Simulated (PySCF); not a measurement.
**C₃H₆O₂S₂Si: electronic excitations**

Aim: predict the electronic excitations of C₃H₆O₂S₂Si (`O=CO[SiH]1SCCS1`).

Computed with PySCF 2.14.0, with density-fitted response routines of our own, on a single molecule in the gas phase. Atoms are numbered from 0 throughout.

### 1 The starting structure

14 atoms, charge 0, multiplicity 1; geometry from: GFN2-xTB.

Bonds of the start (Å): O0–C1 1.19, C1–O2 1.32, O2–Si3 1.65, Si3–S4 2.13, S4–C5 1.83, C5–C6 1.51, C6–S7 1.82, S7–Si3 2.13, C1–H8 1.10, Si3–H9 1.45, C5–H10 1.09, C5–H11 1.09, C6–H12 1.09, C6–H13 1.09.

### 2 Excited states and response: CAM-B3LYP/def2-SVPD

What the job is given:

```
{"job": {"kind": "uv", "xc": "CAM-B3LYP", "basis": "def2-SVPD", "nstates": 8, "ntriplets": 3}, "charge": 0, "multiplicity": 1}
O      3.686247     0.263248    -0.252911
C      3.236109     0.016700     0.820342
O      1.959829     0.057355     1.137683
Si     0.742074     0.407407     0.083658
S     -0.240071    -1.347096    -0.630050
C     -1.854954    -0.978038     0.157036
C     -2.102247     0.508152     0.267243
S     -0.789525     1.311496     1.247998
H      3.837826    -0.277927     1.695387
H      1.158460     1.252499    -1.017454
H     -1.851837    -1.444681     1.141707
H     -2.613421    -1.451824    -0.464951
H     -2.128462     0.981229    -0.713653
H     -3.040706     0.701009     0.785825
```

Level: TDDFT CAM-B3LYP/def2-SVPD, vertical, gas phase, core orbitals frozen in the response.

Command:

```
OMP_NUM_THREADS=1 python probes_run.py task.json out
```

The driver reads the jobs from task.json and runs them one after another.

What it wrote:

```text
coarse grid: 14024 points
cycle   1  E = -1353.3941059908  dE =  1.494e+00  |g| = 9.469e-01  |ddm| = 5.506e+00
cycle   2  E = -1353.2444121508  dE =  1.497e-01  |g| = 1.358e+00  |ddm| = 2.539e+00
cycle   3  E = -1353.5771005439  dE = -3.327e-01  |g| = 1.749e-01  |ddm| = 1.390e+00
cycle   4  E = -1353.5821433493  dE = -5.043e-03  |g| = 7.419e-02  |ddm| = 2.213e-01
cycle   5  E = -1353.5831263822  dE = -9.830e-04  |g| = 1.476e-02  |ddm| = 8.224e-02
cycle   6  E = -1353.5831821627  dE = -5.578e-05  |g| = 3.936e-03  |ddm| = 3.405e-02
cycle   7  E = -1353.5831872997  dE = -5.137e-06  |g| = 1.073e-03  |ddm| = 1.098e-02
final grid: 123696 points
cycle   8  E = -1353.7501385171  dE = -2.600e-05  |g| = 2.726e-03  |ddm| = 4.928e-02
cycle   9  E = -1353.7501378608  dE =  6.563e-07  |g| = 3.482e-03  |ddm| = 7.750e-03
cycle  10  E = -1353.7501402710  dE = -2.410e-06  |g| = 4.246e-04  |ddm| = 3.652e-03
cycle  11  E = -1353.7501402966  dE = -2.557e-08  |g| = 2.908e-04  |ddm| = 6.924e-04
cycle  12  E = -1353.7501403141  dE = -1.756e-08  |g| = 5.076e-05  |ddm| = 3.900e-04
cycle  13  E = -1353.7501403149  dE = -7.813e-10  |g| = 1.572e-05  |ddm| = 1.040e-04
converged SCF energy = -1353.7501403149

Static polarisability (au): isotropic 101.653, principal 83.915 100.329 120.713

Singlet excitations
state   eV       nm        f      main configurations
  1   5.2790    234.9   0.00032   H->L 0.84
  2   5.4807    226.2   0.00467   H-1->L 0.81
  3   5.7264    216.5   0.00132   H-3->L+1 0.67, H-1->L+1 0.16
  4   6.3514    195.2   0.01637   H->L+1 0.65, H->L+3 0.08
  5   6.5043    190.6   0.01195   H-1->L+1 0.35, H->L+2 0.16, H-1->L+3 0.13
  6   6.9256    179.0   0.00831   H->L+2 0.40, H-2->L 0.14, H->L+3 0.13
  7   6.9832    177.5   0.01586   H-2->L 0.39, H->L+3 0.12
  8   7.0461    176.0   0.02821   H-1->L+2 0.22, H-1->L+1 0.13, H->L+1 0.13

Triplet excitations (Tamm-Dancoff, eV): 4.9057 5.0805 5.1886
```

Run time: 1.7 min. Hardware: 1 thread of Intel Xeon at 2.70GHz, shared host; peak memory 1.1 GiB.

The orbitals next to the gap, with their largest atomic shares:

```csv
orbital,eV,atoms
HOMO−3,-10.30,"O0 65 %, C1 13 %, O2 8 %"
HOMO−2,-10.12,"S4 39 %, S7 32 %, Si3 12 %"
HOMO−1,-8.76,"S7 40 %, S4 28 %, Si3 8 %"
HOMO,-8.57,"S4 44 %, S7 31 %, C5 7 %"
LUMO,0.25,"S7 26 %, S4 25 %, Si3 15 %"
LUMO+1,0.55,"C1 35 %, O0 23 %, O2 12 %"
LUMO+2,1.08,"S7 30 %, Si3 14 %, S4 14 %"
```

With each of the 8 states as a Gaussian band of 0.4 eV half-width at 1/e, the curve within the window shown has maxima at 178 nm (ε 2,300) L/(mol cm). Beyond the last state computed it falls off for lack of states. The curve at chosen wavelengths:

```
 nm  ε (L/mol/cm)
169          1051
173          1803
177          2232
181          2180
184          1965
188          1672
192          1441
196          1202
200           920
204           640
207           472
211           328
215           266
219           251
223           250
227           240
230           222
234           187
238           145
242           104
246            70
250            44
253            30
257            17
261             9
265             5
```

Leading natural transition orbitals of singlet state 8: the hole lies on S7 79 %; the particle on S7 22 %; C1 19 %; O0 12 %.

Leading natural transition orbitals of singlet state 1: the hole lies on S4 51 %; S7 33 %; the particle on S4 24 %; S7 19 %; Si3 17 %.

Ground-state properties from the same run:

```csv
property,computed
dipole moment (D),2.93
polarisability (Å³),15.06
HOMO–LUMO gap (eV),8.81
−ε(HOMO) (eV),8.57
```

The fields below are evaluated on a grid from the run's orbitals.

Frontier orbitals at CAM-B3LYP/def2-SVPD, with the share of their density that lies nearest to each atom:

```csv
orbital,energy (eV),lies on
HOMO,-8.57,S4 48 %; S7 35 %
LUMO,0.25,"S4, S7 about 16 % each; Si3 12 %; H13 9 %"
```

ELF in a plane through or near 4 of the atoms.

Values, 10 rows by 14 columns:
```
0.00 0.00 0.00 0.00 0.00 0.00 0.00 0.00 0.00 0.00 0.00 0.00 0.00 0.00
0.00 0.00 0.00 0.00 0.00 0.00 0.09 0.35 0.04 0.00 0.00 0.00 0.00 0.00
0.00 0.00 0.00 0.00 0.00 0.01 0.73 0.89 0.39 0.05 0.36 0.01 0.00 0.00
0.00 0.00 0.02 0.16 0.02 0.01 0.75 0.15 0.72 0.83 0.99 0.43 0.00 0.00
0.00 0.02 0.52 0.68 0.16 0.07 0.77 0.36 0.78 0.69 0.91 0.11 0.00 0.00
0.00 0.10 0.82 0.44 0.33 0.15 0.12 0.69 0.11 0.21 0.03 0.00 0.00 0.00
0.00 0.02 0.50 0.78 0.18 0.90 0.82 0.10 0.13 0.99 0.40 0.01 0.00 0.00
0.00 0.00 0.01 0.09 0.01 0.99 0.99 0.03 0.05 0.99 0.47 0.00 0.00 0.00
0.00 0.00 0.00 0.00 0.00 0.34 0.26 0.00 0.00 0.04 0.00 0.00 0.00 0.00
0.00 0.00 0.00 0.00 0.00 0.00 0.00 0.00 0.00 0.00 0.00 0.00 0.00 0.00
```
The map spans 13.0 Å across and 8.2 Å up, centred on the molecule. Atoms in the plane (x, y in Å): O0 (-3.6, -0.2), H9 (-1.1, -1.5), H11 (2.8, 1.1), H12 (2.1, -1.3).

On the surface of density 0.002 e/bohr³ the electrostatic potential runs, from the 1st to the 99th percentile, from -1.41 V near O0 to 1.34 V near Si3.

### 3 Outcome

```
                                quantity                        value
    lowest singlet (CAM-B3LYP/def2-SVPD)  5.28 eV (235 nm), f = 0.000
brightest single state of those computed  state 8, 7.05 eV, f = 0.028
                          lowest triplet                      4.91 eV
   surface potential, 1st and 99th percentile           -1.41 V and 1.34 V
```

What this shows: The first singlet state (HOMO→LUMO 0.84) lies at 5.28 eV and is dark; of the 8 states computed, the strongest absorption comes from state 8 at 7.05 eV (the last computed, so partners may be missing). The lowest triplet lies 0.37 eV below the lowest singlet (triplets in Tamm-Dancoff, singlets in full TDDFT).
